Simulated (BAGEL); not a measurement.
# CH6AlNSi (SMILES [AlH2]/[N]=C\[SiH3]): levels of theory compared

Wanted: a comparison of 3 runs (B3LYP/6-31G*, PBE0/6-31G*, RI-MP2/6-31G*) of CH6AlNSi. 

The calculation is run with BAGEL 1.2.2.

2 further runs of the same task are left out: 2 set aside as unsound or not needed.

## Step 1: The structure to begin with

CH6AlNSi has 10 atoms, charge 0, and is taken as a singlet. SMILES: `[AlH2]/[N]=C\[SiH3]`. The shape is that of a PBE0-D4/def2-TZVP optimisation.

Bond lengths: Al1–N2 1.750 Å, N2–C3 1.249 Å, C3–Si4 1.903 Å, Al1–H5 1.579 Å, Al1–H6 1.579 Å, C3–H7 1.107 Å, Si4–H8 1.488 Å, Si4–H9 1.488 Å, Si4–H10 1.483 Å. Some angles: Al1–N2–C3 176.9°, N2–C3–Si4 123.0°, N2–Al1–H5 116.9°, N2–Al1–H6 116.9°, N2–C3–H7 119.8°, Si4–C3–H7 117.2°, C3–Si4–H8 109.4°, C3–Si4–H9 109.4°, C3–Si4–H10 108.7°, H5–Al1–H6 126.1°.

## Step 2: A single-point energy at B3LYP/6-31G(d) (density fitting with qzvpp-jkfit, spherical functions) (run 1)

input.json reads:

```json
{ "bagel" : [

{
  "title" : "molecule",
  "basis" : "6-31gs.json",
  "df_basis" : "qzvpp-jkfit",
  "angstrom" : true,
  "geometry" : [
    { "atom" : "Al", "xyz" : [      -0.801100,       2.183500,      -0.771800 ] },
    { "atom" : "N", "xyz" : [      -0.589900,       0.458600,      -0.561600 ] },
    { "atom" : "C", "xyz" : [      -0.390900,      -0.758900,      -0.367900 ] },
    { "atom" : "Si", "xyz" : [       0.911600,      -1.414700,       0.854900 ] },
    { "atom" : "H", "xyz" : [       0.069200,       2.879500,      -1.890800 ] },
    { "atom" : "H", "xyz" : [      -1.855500,       2.894700,       0.164500 ] },
    { "atom" : "H", "xyz" : [      -0.988000,      -1.509200,      -0.921900 ] },
    { "atom" : "H", "xyz" : [       0.242900,      -2.252900,       1.887000 ] },
    { "atom" : "H", "xyz" : [       1.886500,      -2.271500,       0.126600 ] },
    { "atom" : "H", "xyz" : [       1.598200,      -0.260400,       1.483900 ] }
  ]
},

{
  "title" : "ks",
  "xc_func" : "b3lyp"
},

{
  "title" : "print",
  "file" : "orbitals.molden",
  "orbitals" : true
}

]}
```

The basis set 6-31G* is read from a file made from the Basis Set Exchange's data (not shown).

Started as:

```bash
$ BAGEL_NUM_THREADS=1 BAGEL input.json > input.out
```

Log:

```text
* using 1 threads per process

  ===============================================================
  ===============================================================

  *** Geometry ***

  { "atom" : "Al", "xyz" : [     -1.513860,      4.126217,     -1.458491 ] },
  { "atom" : "N", "xyz" : [     -1.114749,      0.866628,     -1.061270 ] },
  { "atom" : "C", "xyz" : [     -0.738694,     -1.434113,     -0.695230 ] },
[... 6 lines of this table left out ...]
  { "atom" : "H", "xyz" : [      3.020160,     -0.492085,      2.804165 ] },

  Number of auxiliary basis functions:      516

  Since a DF basis is specified, we compute 2- and 3-index integrals:
    o Being stored without compression. Storage requirement is 0.024 GB

  Number of basis functions:       76
  Number of electrons      :       46

    * METHOD: MOLECULE                             0.24

  *** Kohn-Sham DFT ***

    * Removing 16582 points whose weight is below 1.00e-10
    * Grid points: 132478

  === Nuclear Repulsion ===
   176.5494660051

       - DIIS with orbital gradients will be used.

  === KS iteration (b3lyp / 6-31gs.json) ===
      0       -594.95060058          0.14047419           0.37
      1       -598.83241630          0.07670509           0.35
      2       -581.43949892          0.15606618           0.34
[... 40 lines of this table left out ...]
     43       -628.36956578          0.00000001           0.36
    * SCF iteration converged.

    * Permanent dipole moment:
           (   -0.073134,     0.545764,    -0.071818) a.u.

    * METHOD: KS                                  15.93

    * METHOD: PRINT                                0.01

  ===============================================================
```

Run time: 17 s. Hardware: 1 thread of Arm Neoverse V2, shared host; peak memory 0.49 GiB.

## Step 3: The energy at PBE0/6-31G(d) (density fitting with qzvpp-jkfit, spherical functions) (run 2)

input.json, as its differences from that of step 2:

```diff
@@ -21,12 +21,5 @@
 
-{
-  "title" : "ks",
-  "xc_func" : "b3lyp"
-},
+{ "title" : "ks", "xc_func" : "pbe0" },
 
-{
-  "title" : "print",
-  "file" : "orbitals.molden",
-  "orbitals" : true
-}
+{ "title" : "print", "file" : "orbitals.molden", "orbitals" : true }
```

The basis set 6-31G* is read from a file made from the Basis Set Exchange's data (not shown).

Started as:

```bash
$ BAGEL_NUM_THREADS=1 BAGEL input.json > input.out
```

Log:

```text
* using 1 threads per process

  ===============================================================
  ===============================================================

  *** Geometry ***

  { "atom" : "Al", "xyz" : [     -1.513860,      4.126217,     -1.458491 ] },
  { "atom" : "N", "xyz" : [     -1.114749,      0.866628,     -1.061270 ] },
  { "atom" : "C", "xyz" : [     -0.738694,     -1.434113,     -0.695230 ] },
[... 6 lines of this table left out ...]
  { "atom" : "H", "xyz" : [      3.020160,     -0.492085,      2.804165 ] },

  Number of auxiliary basis functions:      516

  Since a DF basis is specified, we compute 2- and 3-index integrals:
    o Being stored without compression. Storage requirement is 0.024 GB

  Number of basis functions:       76
  Number of electrons      :       46

    * METHOD: MOLECULE                             0.24

  *** Kohn-Sham DFT ***

    * Removing 16582 points whose weight is below 1.00e-10
    * Grid points: 132478

  === Nuclear Repulsion ===
   176.5494660051

       - DIIS with orbital gradients will be used.

  === KS iteration (pbe0 / 6-31gs.json) ===
      0       -594.57629143          0.14020085           0.37
      1       -598.63670580          0.07597030           0.35
      2       -582.00989812          0.15578404           0.35
[... 36 lines of this table left out ...]
     39       -627.96449349          0.00000000           0.33
    * SCF iteration converged.

    * Permanent dipole moment:
           (   -0.066231,     0.527816,    -0.065227) a.u.

    * METHOD: KS                                  14.45

    * METHOD: PRINT                                0.01

  ===============================================================
```

Run time: 15 s. Hardware: 1 thread of Arm Neoverse V2, shared host; peak memory 0.49 GiB.

## Step 4: The energy at RI-MP2/6-31G(d) (density fitting with qzvpp-jkfit, spherical functions) (run 3)

mp2.json reads:

```json
{ "bagel" : [

{
  "title" : "molecule",
  "basis" : "6-31gs.json",
  "df_basis" : "qzvpp-jkfit",
  "angstrom" : "true",
  "geometry" : [
    { "atom" : "Al", "xyz" : [      -0.801100,       2.183500,      -0.771800 ] },
    { "atom" : "N", "xyz" : [      -0.589900,       0.458600,      -0.561600 ] },
    { "atom" : "C", "xyz" : [      -0.390900,      -0.758900,      -0.367900 ] },
    { "atom" : "Si", "xyz" : [       0.911600,      -1.414700,       0.854900 ] },
    { "atom" : "H", "xyz" : [       0.069200,       2.879500,      -1.890800 ] },
    { "atom" : "H", "xyz" : [      -1.855500,       2.894700,       0.164500 ] },
    { "atom" : "H", "xyz" : [      -0.988000,      -1.509200,      -0.921900 ] },
    { "atom" : "H", "xyz" : [       0.242900,      -2.252900,       1.887000 ] },
    { "atom" : "H", "xyz" : [       1.886500,      -2.271500,       0.126600 ] },
    { "atom" : "H", "xyz" : [       1.598200,      -0.260400,       1.483900 ] }
  ]
},

{
  "title" : "hf",
  "charge" : 0
},

{
  "title" : "mp2",
  "charge" : 0,
  "ncore" : 12
}

]}
```

The basis set 6-31G* is read from a file made from the Basis Set Exchange's data (not shown).

Started as:

```bash
$ BAGEL_NUM_THREADS=1 BAGEL mp2.json > mp2.out
```

Log:

```text
* using 1 threads per process

  ===============================================================
  ===============================================================

  *** Geometry ***

  { "atom" : "Al", "xyz" : [     -1.513860,      4.126217,     -1.458491 ] },
  { "atom" : "N", "xyz" : [     -1.114749,      0.866628,     -1.061270 ] },
  { "atom" : "C", "xyz" : [     -0.738694,     -1.434113,     -0.695230 ] },
[... 6 lines of this table left out ...]
  { "atom" : "H", "xyz" : [      3.020160,     -0.492085,      2.804165 ] },

[... 23 lines left out ...]
    * SCF iteration converged.
[... 1 line left out ...]
    * Permanent dipole moment:
[... 2 lines left out ...]
    * METHOD: HF                                   1.05

  *** RHF ***

  === Nuclear Repulsion ===
   176.5494660051

      * DIIS with orbital gradients will be used.

  === RHF iteration (6-31gs.json) ===
      0       -626.60486127          0.00000000           0.06
    * SCF iteration converged.

    * Permanent dipole moment:
           (   -0.061082,     0.436346,    -0.059595) a.u.

  === DF-MP2 calculation ===

    * freezing 12 orbitals
    * 3-index integral transformation done
    * assembly done

      MP2 correlation energy:   -0.4102389674      0.03

      MP2 total energy:       -627.0151002339

    * METHOD: MP2                                  0.17

  ===============================================================
```

Wall time 1.6 s (1 thread of Arm Neoverse V2, shared host); peak memory 0.12 GiB.

## Step 5: The series

```tsv
run	level	frozen core orbitals	energy (Eh)	dipole moment (D)	HOMO energy (eV)	LUMO energy (eV)	wall time
1	B3LYP/6-31G* (density fitting with qzvpp-jkfit, spherical functions)	–	-628.369566	1.41	-6.10	-1.28	17 s
2	PBE0/6-31G* (density fitting with qzvpp-jkfit, spherical functions)	–	-627.964493	1.36	-6.33	-1.11	15 s
3	RI-MP2/6-31G* (density fitting with qzvpp-jkfit, spherical functions)	12	-627.015100	–	–	–	1.6 s
```

## Step 6: What came out

| quantity | value |
| --- | --- |
| run 3: total energy | -627.01510 Eh |
| run 3: correlation energy (12 core orbitals frozen) | -410.2 mEh |

In words: Totals of different functionals can't be ranked against each other. All runs together took 33 s, the longest 17 s.
